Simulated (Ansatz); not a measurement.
Cu2B:

```
Cu B
1.0
     0.00000    3.28347    3.28347
     3.28347    0.00000    3.28347
     3.28347    3.28347    0.00000
Cu B
4 2
Direct
  0.12500 0.12500 0.12500
  0.62500 0.12500 0.12500
  0.12500 0.12500 0.62500
  0.12500 0.62500 0.12500
  0.50000 0.50000 0.50000
  0.75000 0.75000 0.75000
```

The cell was built by a generator and needn't be a form met in nature.

```yaml
Program: Ansatz 0.2.0
Task: single point
Functional: PBE
Potentials_or_basis: Ansatz PAW
Cutoff: "420 eV (not typed: the program's choice for these potentials)"
k_mesh: 7 × 7 × 7
Occupations: fermi-dirac, width 0.05 eV
Spin: no spin polarisation
```

On this cell: pressure 0.1 GPa; largest force zero by symmetry; band gap on the k mesh none (metal or under the smearing width).

The same run follows on a disturbed copy (atoms moved at random, drawn with an rms of 0.05 Å):

```
Cu B
1.0
     0.00000    3.28347    3.28347
     3.28347    0.00000    3.28347
     3.28347    3.28347    0.00000
Cu B
4 2
Direct
  0.11447 0.12417 0.13906
  0.63306 0.13388 0.11797
  0.12936 0.11480 0.62470
  0.12835 0.62389 0.12266
  0.50439 0.50171 0.49345
  0.74970 0.74361 0.75461
```

**Question.** What does the disturbed cell give?

**Answer.** The energy (extrapolated to zero smearing) moves by +4.2 meV/atom; pressure 0.3 GPa; largest force 0.714 eV/Å; band gap on the k mesh none (metal or under the smearing width).

Forces on the atoms (eV/Å):
```
Cu  -0.323  0.070  0.242
Cu   0.176 -0.503 -0.475
Cu   0.076  0.325  0.345
Cu   0.126  0.104 -0.132
B   -0.046 -0.040  0.096
B   -0.009  0.046 -0.076
```

Stress tensor (GPa, compression positive):
```
 0.12  0.38 -0.07
 0.38  0.65  0.12
-0.07  0.12  0.06
```
